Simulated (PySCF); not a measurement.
**GaO+: from the state search to spectroscopic constants**

What are the lowest state that PBE0 finds, the bond length, vibrational wavenumber and bond energy of GaO+, and how much do these hang on the method?

Program: PySCF 2.14.0. Level of theory: Ga def2-SVP, O def2-SVP, no relativity. These are calculated values, not measurements.

### Step 1. The job

Settings of the job:

```json
{"atoms": "Ga, O", "charge": "1", "basis": "Ga def2-SVP, O def2-SVP", "Hamiltonian": "no relativity", "basis functions": "46", "electrons treated": "38", "masses in u": "68.9256, 15.9949", "levels": "PBE0, PBE, r²SCAN, B3LYP, revPBE, M06, HSE06, HF, MP2, SCS-MP2, CCSD, CCSD(T)", "grid": "80 radial by 434 angular points", "occupations": "held fixed by the projection of orbital angular momentum", "dissociation limit": "Ga+ + O, each in its ground configuration", "starting distance in angstrom": "1.905", "values of 2S to try": "0, 2"}
```

The run is started by

```
$ OMP_NUM_THREADS=1 python dia.py task.json out
```

After this run come: PBE0 along the bond; Other states along the same grid; PBE; r²SCAN; B3LYP; revPBE; M06; HSE06 (range-separated hybrid); ROHF (mean field); Correlated methods on the Hartree–Fock reference.

What does the calculation give? Wanted: for each run, Re; ωe; De; μ.

**Answer**, as computed:

Lowest PBE0 solution found, without spin–orbit coupling: ³Π (triplet), unpaired electrons σ ↑, π ↑. State 2 has its PBE0 minimum 0.02 eV higher. State 3 has its PBE0 minimum 0.31 eV higher, as a spin-mixed determinant (⟨S²⟩ = 1.01), so this is no gap between pure states. The other levels ran on the lowest alone.

```tsv
level	Re (Å)	ωe (cm⁻¹)	De (eV)	μ (D)
PBE	1.907	455	0.76	-2.01
revPBE	1.923	434	0.60	-2.04
r²SCAN	1.865	502	0.71	-2.27
B3LYP	1.936	370	0.387	-2.05
PBE0	1.900	413	0.418	-2.24
HSE06	1.907	397	0.403	-2.20
```

De is counted to Ga+ + O in their ground configurations. A positive dipole points from Ga to O; in an ion it is taken about the centre of mass and does not tell which atom is negative. No constants: ROHF (no minimum is bracketed among the points kept); ROHF-MP2 (the points don't follow one smooth fit); ROHF-SCS-MP2 (the points don't follow one smooth fit); ROHF-CCSD (the points don't follow one smooth fit); ROHF-CCSD(T) (the points don't follow one smooth fit); M06 (fits of two degrees disagree).

The methods spread over 0.071 Å in bond length, from r²SCAN to B3LYP. Among the levels with a De in the table, it runs from 0.387 eV (B3LYP) to 0.76 eV (PBE).

Correlated steps freeze 10 core orbitals. A negative De means that the minimum lies above the separated atoms at that level. T1 is 0.054 near the minimum (highest on the curve 0.054), which may point to more than one leading configuration.
